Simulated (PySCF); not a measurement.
# C3H8ClGa: the cost of one run

Programs: PySCF 2.14.0, with density-fitted response routines of our own. Each step states its level of theory. These are calculated values for one molecule in the gas phase, unless marked as measured. Atoms count from 0, in the outputs and in this text.

## Step 1: The starting structure

13 atoms, charge 0, multiplicity 1; geometry from: GFN2-xTB. The atoms were then displaced at random by about 0.01 Å, so the start is not that level's minimum.

Bonds of the start (Å): C0–C1 1.55, C1–C2 1.54, C1–Ga3 2.11, Ga3–Cl4 2.07, C0–H5 1.07, C0–H6 1.09, C0–H7 1.09, C1–H8 1.09, C2–H9 1.07, C2–H10 1.11, C2–H11 1.09, Ga3–H12 1.60.

## Step 2: Optimising the geometry at PBE0-D3(BJ)/def2-SVP

The job: settings as JSON, then the geometry in Å.

```
{"job": {"xc": "PBE0", "basis": "def2-SVP", "d3": "d3bj", "grid": 1, "shake": 0.01, "kind": "geom"}, "charge": 0, "multiplicity": 1}
C      0.247290    -1.180510    -0.870130
C     -0.142220     0.255120    -0.431980
C     -1.443120     0.263440     0.393660
Ga     1.465880     1.041050     0.691110
Cl     2.829080    -0.169660     1.674350
H      0.468390    -1.770530    -0.010610
H     -0.593930    -1.627150    -1.402260
H      1.109500    -1.133760    -1.543490
H     -0.297320     0.894160    -1.295150
H     -2.260460    -0.120770    -0.176070
H     -1.319230    -0.366000     1.296520
H     -1.662750     1.279840     0.734420
H      1.604720     2.617880     0.929300
```

On the command line:

```console
> OMP_NUM_THREADS=1 python probes_run.py task.json out
```

One launch serves the whole session: the jobs run in the order shown.

**Question.** How long does this first job take on 1 thread of Arm Neoverse N1, shared host, and how much memory does it need?

About 2.6 min, with a peak of 0.52 GiB.
